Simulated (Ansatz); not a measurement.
# AlFe2: the cost of one run

Program: Ansatz 0.2.0, driven from Python. Level of theory: DFT PBEsol, plane waves, norm-conserving potentials. These are calculated values, not measurements.

**1. Starting point**

Symmetry: P6/mmm, No. 191, hexagonal system. Conventional cell: a = 4.135 Å, b = 4.135 Å, c = 2.552 Å, α = 90.00°, β = 90.00°, γ = 120.00°. Al (site symmetry 6/mmm) is surrounded by 2 Al at 2.55 Å and 12 Fe at 2.71 Å. Fe (site symmetry -6m2) is surrounded by 5 Fe at 2.39 to 2.55 Å and 6 Al at 2.71 Å.

The script holds or builds the structure itself.

**2. The code**

alfe2_fsm.py

```python
from dataclasses import dataclass

import ansatz as az


@dataclass(frozen=True)
class RunConfig:
    kgrid: tuple[int, ...] = (7, 7, 9)
    filling: str = "Methfessel-Paxton"
    width_ev: float = 0.15


cfg = RunConfig()


def main() -> None:
    lattice = az.Lattice.of(
        [4.134922, 0.0, 0.0],
        [-2.067461, 3.580948, 0.0],
        [0.0, 0.0, 2.552202],
    )
    sites = [
        ("Al", [0.0, 0.0, 0.0]),
        ("Fe", [1 / 3, 2 / 3, 0.5]),
        ("Fe", [2 / 3, 1 / 3, 0.5]),
    ]
    alfe2 = az.Crystal(lattice=lattice)
    for symbol, position in sites:
        alfe2 = alfe2.atom(symbol, position)

    job = alfe2.calculation()
    job = job.functional(az.Functional.PBESOL)
    job = job.pseudopotentials("nc").kpoints(*cfg.kgrid, shift=0.5)
    job = job.occupations(cfg.filling, width=cfg.width_ev)
    job = job.mixing("msr1", preconditioner="resta")
    job = job.eigensolver("auto")
    job = job.scf(algorithm="density_mixing")
    rows = []
    for total in [0.0, 2.1, 4.2, 6.3, 8.4]:
        report = job.spin("collinear", total=total, lock="hard").run(threads=1, backend="cpu").report
        up, down = report["spin_fermi_energies_ev"]
        rows.append((total, report["free_energy_ev"], up - down, report["absolute_magnetization_mub"]))
    reference = rows[0][1]
    rows = [(m, 1000 * (e - reference), split, size) for m, e, split, size in rows]
    for row in rows:
        print("; ".join(f"{name} = {round(v, 4) if isinstance(v, float) else v}" for name, v in zip(["total muB", "F - F(0) meV", "EF up - down eV", "absolute muB"], row)))
    best = min(rows, key=lambda row: row[1])
    print(f"lowest at {best[0]} muB per cell, {best[1]:.1f} meV against the first point")


if __name__ == "__main__":
    main()
```

**3. Launch**

Started as:

```console
$ python alfe2_fsm.py
```

**Question.** How long does this script take on 1 thread of Arm Neoverse V2, shared host, and how much memory does it need?

About 1.7 min, with a peak of 0.73 GiB.
